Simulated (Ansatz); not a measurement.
# CBr3Cl: taking an electron away

One table from this session's results is given with a row withheld; the runs are named, their logs left out.

Computed with Ansatz 0.2.0, Gaussian basis. Level: unrestricted cation, the program's frozen cores in correlated methods.

Levels to be run: UKS PBE-D4/def2-TZVPP; UKS r2SCAN-D4/def2-TZVPP; UKS PBE0-D4/def2-TZVPP; UKS B3LYP-D4/def2-TZVPP; UKS wB97X-V/def2-TZVPP; UKS wB97M-V/def2-TZVPP; UKS B2PLYP/def2-TZVPP; UHF-CCSD(T)/def2-TZVPP; UHF-MP2/def2-QZVPP; extrapolation to the limit; then −ε(HOMO) from the neutral's earlier runs with LDA (SPW92), PBE-D4, revPBE-D4, BLYP-D4, r2SCAN-D4, B97M-V, PBE0-D4, B3LYP-D4, r2SCANh-D4, r2SCAN0-D4, HSE06-D4, BHLYP-D4, CAM-B3LYP-D4, LC-ωPBE, ωB97X-V, ωB97M-V.

### Structure used throughout

The geometry comes from an earlier relaxation with PBE0-D4 in a triple-zeta def2 set; it is a stationary point.

SMILES `ClC(Br)(Br)Br`, 5 atoms, charge 0, spin multiplicity 1.

Atoms are counted from 1 here; the program's logs count them from 0.

Bond lengths: Cl1–C2 1.751 Å, C2–Br3 1.936 Å, C2–Br4 1.936 Å, C2–Br5 1.936 Å. Angles: Cl1–C2–Br3 109.6°, Cl1–C2–Br4 109.6°, Cl1–C2–Br5 109.6°, Br3–C2–Br4 109.3°, Br3–C2–Br5 109.3°, Br4–C2–Br5 109.3°.

The first run:

in.yaml

```yaml
crystal:
  periodic: [false, false, false]
  atoms:
    - {symbol: Cl, position_ang: [0.512260, -0.976931, 1.417206]}
    - {symbol: C, position_ang: [0.021307, -0.036398, 0.023831]}
    - {symbol: Br, position_ang: [-1.492754, 1.077007, 0.490559]}
    - {symbol: Br, position_ang: [-0.479714, -1.225175, -1.420357]}
    - {symbol: Br, position_ang: [1.488801, 1.087897, -0.552639]}
basis:
  gaussian: {orbitals: def2-TZVPP}
total_charge: 1
magnetization: {spin_polarized: true, initial_magnetization: 1}
hamiltonian: {xc: pbe, dispersion: d4}
```

Run with:

```sh
$ ansatz run in.yaml --threads 2 --pin off --events-out ev --progress --plain --max-ram 22528MiB --backend cpu
```

Steps of the session up to this table: Cation, UKS PBE-D4/def2-TZVPP; Cation, UKS r2SCAN-D4/def2-TZVPP; Cation, UKS PBE0-D4/def2-TZVPP; Cation, UKS B3LYP-D4/def2-TZVPP; Cation, UKS wB97X-V/def2-TZVPP; Cation, UKS wB97M-V/def2-TZVPP; Cation, UKS B2PLYP (frozen core)/def2-TZVPP; Cation, UHF-CCSD(T)/def2-TZVPP; Cation, UHF-MP2/def2-QZVPP.

One table of the session follows, with a row left open; its other results are not shown here.

It belongs to the step «Ionisation energies side by side». Orbital estimates, from the neutral's runs:

```
  functional  −ε(HOMO) (eV)
 LDA (SPW92)           7.11
      PBE-D4           6.93
   revPBE-D4           6.88
     BLYP-D4              ?
   r2SCAN-D4           7.29
      B97M-V           7.39
     PBE0-D4           8.25
    B3LYP-D4           7.97
  r2SCANh-D4           7.76
  r2SCAN0-D4           8.47
    HSE06-D4           7.85
    BHLYP-D4           9.39
CAM-B3LYP-D4           9.57
     LC-ωPBE          10.99
     ωB97X-V          10.61
     ωB97M-V          10.45
```

Estimate the missing values for BLYP-D4.

Worked estimate for «−ε(HOMO) (eV)». Against the share of exact exchange, B3LYP-D4 (0.2, 7.97), BHLYP-D4 (0.5, 9.39) give a slope of 4.73 per unit share; at 0 the line stands at 7.02.

As computed: −ε(HOMO) (eV): 6.76. In «−ε(HOMO) (eV)» the line misses by +0.26.

To keep in mind: The cation may have settled in a state other than its lowest; no search over hole states beyond the program's own was made.
